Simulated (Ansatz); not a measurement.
# PbO: the cost of one run

Computed with Ansatz 0.2.0 (DFT PBE+D3(BJ), scalar-relativistic, plane waves, PAW, unless a step's input says otherwise).

2 further runs of the same task are left out: 1 that didn't finish, 1 set aside as unsound or not needed.

**1. The starting structure**

Symmetry: P4/nmm, No. 129, tetragonal system. Conventional cell: a = 4.034 Å, b = 4.034 Å, c = 4.993 Å, α = 90.00°, β = 90.00°, γ = 90.00°. Pb (site symmetry 4mm) has 4 O at 2.34 Å as nearest neighbours. O (site symmetry -4m2) is surrounded by 4 Pb at 2.34 Å.

Structure file:

```cif
data_structure
_symmetry_space_group_name_H-M 'P4/nmm:1'
_symmetry_Int_Tables_number 129
_cell_length_a 4.0342
_cell_length_b 4.0342
_cell_length_c 4.9930
_cell_angle_alpha 90.000
_cell_angle_beta 90.000
_cell_angle_gamma 90.000
_cell_volume 81.26
loop_
_atom_site_label
_atom_site_type_symbol
_atom_site_symmetry_multiplicity
_atom_site_Wyckoff_symbol
_atom_site_fract_x
_atom_site_fract_y
_atom_site_fract_z
_atom_site_occupancy
Pb1 Pb 2 c 0.50000 0.00000 0.23777 1
O1 O 2 a 0.00000 0.00000 0.00000 1
```

It is the result of an earlier relaxation at this level (volume 20.32 Å³/atom; gap on the mesh: 1.27 eV).

**2. Band edges and mean potential of the bulk**

File input.yaml:

```yaml
crystal:
  lattice:
    - [4.0342382137, 0.0, 0.0]
    - [0.0, 4.0342382137, 0.0]
    - [0.0, 0.0, 4.9930494002]
  atoms:
    - { symbol: Pb, position: [0.5, 0.0, 0.2377668861] }
    - { symbol: Pb, position: [0.0, 0.5, 0.7622331139] }
    - { symbol: O, position: [0.0, 0.0, 0.0] }
    - { symbol: O, position: [0.5, 0.5, 0.0] }
basis:
  ecutwfc: 420
kpoints:
  mp_grid: { grid: [8, 8, 6] }
  band_path: { path: [VBM, CBM], npoints: 2 }
hamiltonian:
  xc: pbe
  dispersion: d3bj
scf:
  occupations: { method: gaussian, width: 0.02 }
output:
  forces: true
  stress: true
  eigenvalues: true
```

On the command line:

```sh
> ansatz run input.yaml --threads 4 --pin off --max-ram 10240MiB --backend cpu --events-out ev --progress --plain --runs-dir out
```

What time and memory should one allow on 4 threads of Arm Neoverse V1, shared host?

About 4.6 s, with a peak of 0.41 GiB.
